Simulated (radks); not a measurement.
# Ge in [Ar] 3d10 4s2 4p2: an all-electron calculation

The task here is to estimate one member of a computed series from the others.

The numbers are computed with radks (a radial shooting solver on a logarithmic mesh, Libxc functionals) version 1 (scalar-relativistic Kohn-Sham, MS2 meta-GGA, spin-polarised, spherical densities, finite nucleus; open shells are filled with parallel spins first), except any that are marked as measured or tabulated.

## The atom as given

```
element            : germanium (Z = 32)
charge             : 0
electrons          : 32
configuration      : [Ar] 3d10 4s2 4p2
nuclear rms radius : 4.0742 fm
```

Outer shells as boxes (Hund's rule):

Ge
```
[Ar] core
3d [↑↓][↑↓][↑↓][↑↓][↑↓]
4s [↑↓]
4p [↑ ][↑ ][  ]
```

Set-up of the first run:

Settings of this run:

```text
Z 32
configuration [Ar] 3d10 4s2 4p2 5s0 4d0 5p0 4f0
relativity scalar-relativistic
functional ms2,regtpss
spin polarised
nucleus finite rms 4.0742 fm
c 137.035999084
```

Launch:

```sh
$ python run_ks.py task.json out
```

The same process makes all the runs of this session.

Among the steps run: Self-consistent calculation.

One of the session's tables, all rows but one given; the rest of the session is left out.

It belongs to the step «Radial structure». Radial moments (bohr):

| level | <r> | outermost maximum (interpolated) | 90 % within | nodes |
| --- | --- | --- | --- | --- |
| 1s up | 0.04697 | 0.0307 | 0.0839 | 0 |
| 1s down | 0.04697 | 0.0307 | 0.0839 | 0 |
| 2s down | 0.2095 | 0.176 | 0.324 | 1 |
| 2s up | 0.2095 | 0.176 | 0.324 | 1 |
| 2p up | 0.1837 | 0.141 | 0.300 | 0 |
| 2p down | 0.1837 | 0.141 | 0.300 | 0 |
| 3s up | 0.6221 | 0.542 | 0.928 | 2 |
| 3s down | 0.6221 | 0.542 | 0.928 | 2 |
| 3p up | 0.6462 | 0.544 | 0.992 | 1 |
| 3p down | ? | ? | ? | ? |
| 3d up | 0.7389 | 0.506 | 1.25 | 0 |
| 3d down | 0.7344 | 0.506 | 1.24 | 0 |
| 4s up | 2.149 | 1.77 | 3.25 | 3 |
| 4s down | 2.114 | 1.73 | 3.20 | 3 |
| 4p up | 2.815 | 2.21 | 4.39 | 2 |
| 4p down | 2.905 | 2.20 | 4.64 | 2 |

Q: Estimate the row for 3p down from the others.

As computed: <r>: 0.6460; outermost maximum (interpolated): 0.544; 90 % within: 0.991; nodes: 1. In the column «<r>» it lies between 3s down (0.6221) and 3p up (0.6462).

Limits of these values: Open shells are spherical and high-spin; term and fine-structure splittings are not resolved.
